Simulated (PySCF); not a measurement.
# FGdS (Gd(S)(F)): the cost of one run

Method: several levels, as the steps say, no spin–orbit coupling; program: PySCF 2.14.0.

1 further run of the same task is left out (for a known fault of the program).

**1. Starting geometry**

3 atoms, charge 0, spin multiplicity 1.

Bond lengths: Gd1–S2 2.345 Å, Gd1–F3 2.022 Å. Angles: S2–Gd1–F3 112.3°.

Coordinates:

```mol
FGdS
  3D, bonds by distance, orders not assigned

  3  2  0  0  0  0  0  0  0  0999 V2000
   -0.1823    0.0000   -0.4239 Gd  0  0
    1.7950    0.0000    0.8368 S   0  0
   -1.8356    0.0000    0.7404 F   0  0
  1  2  8  0
  1  3  8  0
M  END
```

Formal oxidation states: Gd +3. Each metal's 7 4f electrons lie in its core potential, so multiplicities, spins and levels count the valence alone. An earlier session relaxed this geometry at PBE0, Gd lcecp-1-SVP with ECP53, S def2-SVP, F def2-SVP (singlet, point group Cs).

At PBE0 on the finer grid: E = -533.601154 Eh, HOMO -5.90 eV, LUMO -2.66 eV, Mulliken charge on Gd1 +0.81 e, largest force component 0.005 eV/Å. 

Levels to run: BLYP; BP86; PBE0, TZVP. Hardware: 2 threads of Arm Neoverse V2, shared host.

**2. BLYP**

run.py (the lines that set the calculation)

```python
mol = gto.M(atom='''
Gd    -0.18233     0.00000    -0.42392
S      1.79497     0.00000     0.83680
F     -1.83559     0.00000     0.74036''',
    basis={'Gd': 'lcecp-1-SVP', 'S': 'def2-SVP', 'F': 'def2-SVP'},
    ecp={'Gd': 'lcecp-1-SVP'},
    charge=0, spin=0)
mf = dft.RKS(mol, xc='BLYP')
mf.grids.atom_grid = (75, 302)  # f atoms: unpruned, at least (60, 302)
mf = mf.density_fit()  # fitting sets: Gd AutoAux, S def2-universal-JKFIT, F def2-universal-JKFIT
mf.conv_tol = 1e-08; mf.max_cycle = 55
mf.kernel(dm0)  # dm0: the density of the relaxed state
```

The run is started by

```bash
> OMP_NUM_THREADS=2 python run.py
```

**Question.** How long does this run take on 2 threads of Arm Neoverse V2, shared host?

About 2.1 s.
